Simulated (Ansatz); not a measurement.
**GaGeH3 (singlet): the correlation ladder, cc-pVDZ**

The task here is to estimate one member of a computed series from the others.

The runs use Ansatz 0.2.0, Gaussian basis; cc-pVDZ, core rule «outside noble gas», up to 28 orbitals frozen.

Plan: UHF; CCSD(T) on RHF; BCCD(T) on RHF; CISD; CCSDT(Q) on RHF; CCSDTQ on RHF; CASSCF and MRCISD+Q, 10 electrons in 11 orbitals; CASSCF and NEVPT2, 10 electrons in 11 orbitals.

3 further runs of the same task are left out: 3 set aside as unsound or not needed.

**The system**

The geometry is a PBE0/def2-TZVP stationary point (not a proven minimum). No spin-orbit coupling is included. The filled d shell of Ge, Ga may be among the frozen orbitals whatever the setting's name suggests; the logs give the count.

5 atoms, charge 0, spin multiplicity 1.

Atoms are counted from 1 here; the program's logs count them from 0.

Bond lengths: Ge1–Ga2 2.318 Å, Ge1–H3 1.690 Å, Ge1–H4 1.690 Å, Ga2–H5 1.578 Å. Angles: Ga2–Ge1–H3 57.2°, Ga2–Ge1–H4 57.2°, H3–Ge1–H4 78.4°, Ge1–Ga2–H5 157.1°.

The first run:

Contents of in.yaml:

```yaml
crystal:
  periodic: [false, false, false]
  atoms:
    - {symbol: Ge, position_ang: [-0.002947, -0.000001, 1.150707]}
    - {symbol: Ga, position_ang: [-0.031733, 0.000001, -1.167296]}
    - {symbol: H, position_ang: [0.921804, 1.067585, 0.223154]}
    - {symbol: H, position_ang: [0.921802, -1.067587, 0.223153]}
    - {symbol: H, position_ang: [0.563840, 0.000001, -2.628975]}
basis:
  gaussian: {orbitals: cc-pVDZ}
magnetization: {spin_polarized: true, initial_magnetization: 0}
hamiltonian: {xc: hf}
output: {orbitals: {seedname: orbitals}}
```

Run with:

```console
$ ansatz run in.yaml --threads 1 --pin off --events-out ev --progress --plain --max-ram 4096MiB --backend cpu
```

Steps of the session up to this table: UHF; CCSD(T) on RHF; BCCD(T) on RHF; CISD; CCSDT(Q) on RHF; CCSDTQ on RHF; CASSCF and MRCISD+Q, 10 electrons in 11 orbitals; CASSCF and NEVPT2, 10 electrons in 11 orbitals.

One table of the session follows, with a row left open; its other results are not shown here.

```
          method  from RCCSDTQ (kJ/mol)
             RHF                 +536.6
            RMP2                 +113.7
           RCCSD                  +23.7
        RCCSD(T)                   +4.5
         BCCD(T)                   +4.4
          RCCSDT                   +1.3
       RCCSDT(Q)                   +0.1
         RCCSDTQ                      0
  CASSCF valence                 +282.5
  NEVPT2 valence                      ?
  MRCISD valence                  +16.2
MRCISD+Q valence                   -0.3
```

**Question.** Estimate the row for NEVPT2 valence.

The run gave: from RCCSDTQ (kJ/mol): +70.5. In the column «from RCCSDTQ (kJ/mol)» it lies between RCCSD (+23.7) and RMP2 (+113.7).

Not comparable, so not listed: CISD (they don't share determinant, frozen orbitals or solution with the rows shown, or repeat one).
